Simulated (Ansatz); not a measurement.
# C3H7BFN: one species, many methods

An exercise on one series of results from a longer session: the logs are not shown, and one member is left open.

Computed with Ansatz 0.2.0, Gaussian basis. Level: functionals in def2-TZVPP, the program's frozen cores in correlated methods.

The runs, in order: PBE-D4, r2SCAN-D4, PBE0-D4, B3LYP-D4, ωB97X-V, ωB97M-V, B2PLYP; CCSD(T)/def2-TZVPP; MP2/def2-QZVPP; extrapolation to the limit.

## The relaxed structure

The geometry comes from an earlier relaxation with PBE0-D4 in a triple-zeta def2 set; it is a stationary point, not always the lowest conformer.

SMILES `BC(F)CN=C`, 13 atoms, charge 0, spin multiplicity 1.

Atoms are counted from 1 here; the program's logs count them from 0.

Bond lengths: B1–C2 1.554 Å, B1–H7 1.193 Å, B1–H8 1.196 Å, C2–F3 1.388 Å, C2–C4 1.523 Å, C2–H9 1.110 Å, C4–N5 1.442 Å, C4–H10 1.095 Å, C4–H11 1.101 Å, N5–C6 1.257 Å, C6–H12 1.100 Å, C6–H13 1.089 Å. Angles: C2–B1–H7 121.2°, C2–B1–H8 118.1°, H7–B1–H8 120.5°, B1–C2–F3 113.8°, B1–C2–C4 116.1°, B1–C2–H9 103.1°, F3–C2–C4 109.4°, F3–C2–H9 106.6°, C4–C2–H9 107.0°, C2–C4–N5 111.5°, C2–C4–H10 107.5°, C2–C4–H11 109.3°, N5–C4–H10 107.9°, N5–C4–H11 112.4°, H10–C4–H11 108.1°, C4–N5–C6 117.6°, N5–C6–H12 123.4°, N5–C6–H13 119.3° and more.

As a file:

```
B    -0.1649   -2.2511   -0.0783
C     0.5270   -0.9168    0.3156
F     1.9102   -1.0057    0.3958
C     0.1459    0.3050   -0.5092
N     0.5018    1.5287    0.1653
C    -0.3879    2.4092    0.2831
H     0.4581   -3.2622   -0.1875
H    -1.3543   -2.2535   -0.2046
H     0.1600   -0.7389    1.3476
H     0.7124    0.2592   -1.4452
H    -0.9263    0.2572   -0.7548
H    -1.4112    2.2904   -0.1028
H    -0.1502    3.3439    0.7897
```

The first run:

The input, in.yaml:

```yaml
crystal:
  periodic: [false, false, false]
  atoms:
    - {symbol: B, position_ang: [-0.164941, -2.251127, -0.078282]}
    - {symbol: C, position_ang: [0.526982, -0.916837, 0.315635]}
    - {symbol: F, position_ang: [1.910215, -1.005691, 0.395792]}
    - {symbol: C, position_ang: [0.145949, 0.304968, -0.509190]}
    - {symbol: N, position_ang: [0.501759, 1.528733, 0.165350]}
    - {symbol: C, position_ang: [-0.387938, 2.409192, 0.283083]}
    - {symbol: H, position_ang: [0.458093, -3.262176, -0.187494]}
    - {symbol: H, position_ang: [-1.354295, -2.253471, -0.204593]}
    - {symbol: H, position_ang: [0.159978, -0.738902, 1.347558]}
    - {symbol: H, position_ang: [0.712421, 0.259169, -1.445214]}
    - {symbol: H, position_ang: [-0.926345, 0.257225, -0.754755]}
    - {symbol: H, position_ang: [-1.411151, 2.290369, -0.102772]}
    - {symbol: H, position_ang: [-0.150226, 3.343948, 0.789683]}
basis:
  gaussian: {orbitals: def2-TZVPP}
hamiltonian: {xc: pbe, dispersion: d4}
output: {forces: true, orbitals: {seedname: orbitals}}
```

Command:

```sh
> ansatz run in.yaml --threads 4 --pin off --events-out ev --progress --plain --max-ram 10444MiB
```

Among the steps run: PBE-D4 (GGA); r2SCAN-D4 (meta-GGA); PBE0-D4 (hybrid); B3LYP-D4 (hybrid); ωB97X-V (range-separated); ωB97M-V (range-separated); B2PLYP (double hybrid); CCSD(T) in def2-TZVPP; MP2 in def2-QZVPP.

One table of the session follows, with a row left open; its other results are not shown here.

| method | atomisation energy (eV) |
| --- | --- |
| PBE-D4 | 53.619 |
| r2SCAN-D4 | 52.204 |
| PBE0-D4 | 52.473 |
| B3LYP-D4 | 52.292 |
| ωB97X-V | 52.242 |
| ωB97M-V | 52.311 |
| B2PLYP | 51.679 |
| HF/def2-TZVPP | 37.700 |
| MP2/def2-TZVPP | ? |
| CCSD/def2-TZVPP | 49.786 |
| CCSD(T)/def2-TZVPP | 50.600 |
| MP2/CBS | 52.847 |
| CCSD(T)/CBS | 51.892 |

**Question.** Estimate the row for MP2/def2-TZVPP.

**Answer.** atomisation energy (eV): 51.555. In the column «atomisation energy (eV)» it lies between CCSD(T)/def2-TZVPP (50.600) and B2PLYP (51.679).
